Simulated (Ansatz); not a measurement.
# BCl2FH2: the cost of one run

Program: Ansatz 0.2.0. Level of theory: RKS r2SCANh-D4/def2-SVP. These are calculated values, not measurements.

## (1) The structure to begin with

Bond lengths: B1–Cl2 2.210 Å, B1–Cl3 1.860 Å, B1–F4 1.320 Å, Cl2–H6 1.516 Å. Angles: B1–Cl2–H6 56.2°, Cl2–B1–Cl3 120.0°, Cl2–B1–F4 120.0°, Cl3–B1–F4 120.0°.

As a file:

```xyz
6

B     0.0000    0.0000    0.0000
Cl    0.0000    0.0000    2.2100
Cl    1.6108    0.0000   -0.9300
F    -1.1431    0.0000   -0.6600
H     0.3134   -1.3788    0.4698
H     0.2791   -1.2279    1.3665
```

## (2) A restrained relaxation towards end A

Springs on the bonds that form and break draw the guess towards this end; the thresholds are loose.

The input, input.yaml:

```yaml
crystal:
  periodic: [false, false, false]
  atoms:
    - { symbol: B, position_ang: [0.0, 0.0, 0.0] }
    - { symbol: Cl, position_ang: [0.0, 0.0, 2.21] }
    - { symbol: Cl, position_ang: [1.6108, 0.0, -0.93] }
    - { symbol: F, position_ang: [-1.1431, 0.0, -0.66] }
    - { symbol: H, position_ang: [0.3134, -1.3788, 0.4698] }
    - { symbol: H, position_ang: [0.2791, -1.2279, 1.3665] }
basis:
  gaussian: { orbitals: def2-SVP }
hamiltonian:
  xc: r2scanh
  dispersion: d4
relax:
  f_tol: 0.15
  max_steps: 25
  restrain:
    - { distance: [0, 4], at: 2.39, k: 30.0 }
    - { distance: [5, 1], at: 2.57, k: 30.0 }
    - { distance: [0, 1], at: 1.86, k: 30.0 }
    - { distance: [5, 4], at: 0.66, k: 30.0 }
```

On the command line:

```
$ ansatz run input.yaml --threads 2 --pin off --max-ram 3072MiB --backend cpu --events-out ev --progress --plain --runs-dir out
```

What time and memory should one allow on 2 threads of Intel Xeon Platinum 8259CL at 2.50GHz (Skylake/Cascade Lake), shared host?

About 24 s, with a peak of 0.18 GiB.
